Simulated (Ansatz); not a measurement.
## C3H9NSi, SMILES C[Si]N(C)C: a single point in a Gaussian basis, step by step

Program: the Ansatz DFT code, driven from Python.

At the Python prompt:
```pycon
>>> from dataclasses import dataclass
>>> import ansatz
>>> @dataclass
... class Settings:
...     basis_set: str = 'def2-SVP'
...     xc: str = 'pbe0'
...
>>> settings = Settings()
>>> system = (
...     ansatz.Crystal.molecule()
...     .atom('C', (-2.0597, 0.2408, 0.7486))
...     .atom('Si', (-0.4623, 0.8712, 1.3173))
...     .atom('N', (0.7657, 0.2866, 0.2721))
...     .atom('C', (1.2503, -1.1255, 0.2861))
...     .atom('C', (0.9665, 0.8017, -1.0957))
...     .atom('H', (-2.32, 0.6486, -0.2808))
...     .atom('H', (-2.1363, -0.8052, 0.7372))
...     .atom('H', (-2.8696, 0.6721, 1.3791))
...     .atom('H', (1.2596, -1.5067, 1.3549))
...     .atom('H', (2.163, -1.286, -0.1451))
...     .atom('H', (0.4339, -1.747, -0.2301))
...     .atom('H', (1.9775, 0.5808, -1.4598))
...     .atom('H', (0.1615, 0.4251, -1.7758))
...     .atom('H', (0.8569, 1.9143, -1.0791))
... )
>>> setup = (
...     system.calculation()
...     .basis(gaussian=settings.basis_set)
...     .functional(settings.xc)
... )
>>> data = setup.session().plan(threads=1).execute().report
>>> print('reference energy %16.6f eV' % data['reference_energy_ev'])
reference energy    -12608.230430 eV
>>> print('total energy     %16.6f eV' % data['free_energy_ev'])
total energy        -12608.230430 eV
>>> print('occupied orbitals outside the frozen core (up, down):', data['n_occupied'], ' frozen:', data['n_frozen'], ' virtual:', data['n_virtual'])
occupied orbitals outside the frozen core (up, down): [24, 24]  frozen: 0  virtual: [95, 95]
>>> state = data['mean_field']['state']
>>> print(f'mean field: {state["energy"]["hartree"]:.7f} Ha, <S^2> = {abs(state["spin_squared"]):.4f}, stability: {state.get("stability", {}).get("kind")}')
mean field: -463.3439222 Ha, <S^2> = 0.0000, stability: minimum
```

What to keep in mind:
- Total energies depend on the basis set; only differences at equal settings carry meaning.
- The geometry is a force-field or estimated start, not a minimum of this method, and the basis set is short of its limit.
- Hardware and time: 4.5 s on 1 thread of Arm Neoverse V1, on a shared host, peak memory 0.28 GiB.
